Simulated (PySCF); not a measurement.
# GeO (Germanium monoxide): the cost of one run

Programs: PySCF 2.14.0, with density-fitted response routines of our own. Each step states its level of theory. These are calculated values for one molecule in the gas phase, unless marked as measured. Atoms are numbered from 0 throughout.

## Step 1: The molecule as given

2 atoms, charge 0, multiplicity 1; geometry from: GFN2-xTB. The atoms were then displaced at random by about 0.01 Å, so the start is not that level's minimum.

Bonds of the start (Å): O0–Ge1 1.60.

## Step 2: Relaxing the molecule at PBE0-D3(BJ)/def2-TZVP

The job: settings as JSON, then the geometry in Å.

```
{"job": {"xc": "PBE0", "basis": "def2-TZVP", "d3": "d3bj", "grid": 2, "shake": 0.01, "kind": "geom"}, "charge": 0, "multiplicity": 1}
O      0.809640    -0.028960     0.001950
Ge    -0.792150     0.000140    -0.014070
```

The run is started by

```console
OMP_NUM_THREADS=1 python probes_run.py task.json out
```

One launch serves the whole session: the jobs run in the order shown.

**Question.** How long does this first job take on 1 thread of Arm Neoverse N1, shared host, and how much memory does it need?

About 8.9 s, with a peak of 0.31 GiB.
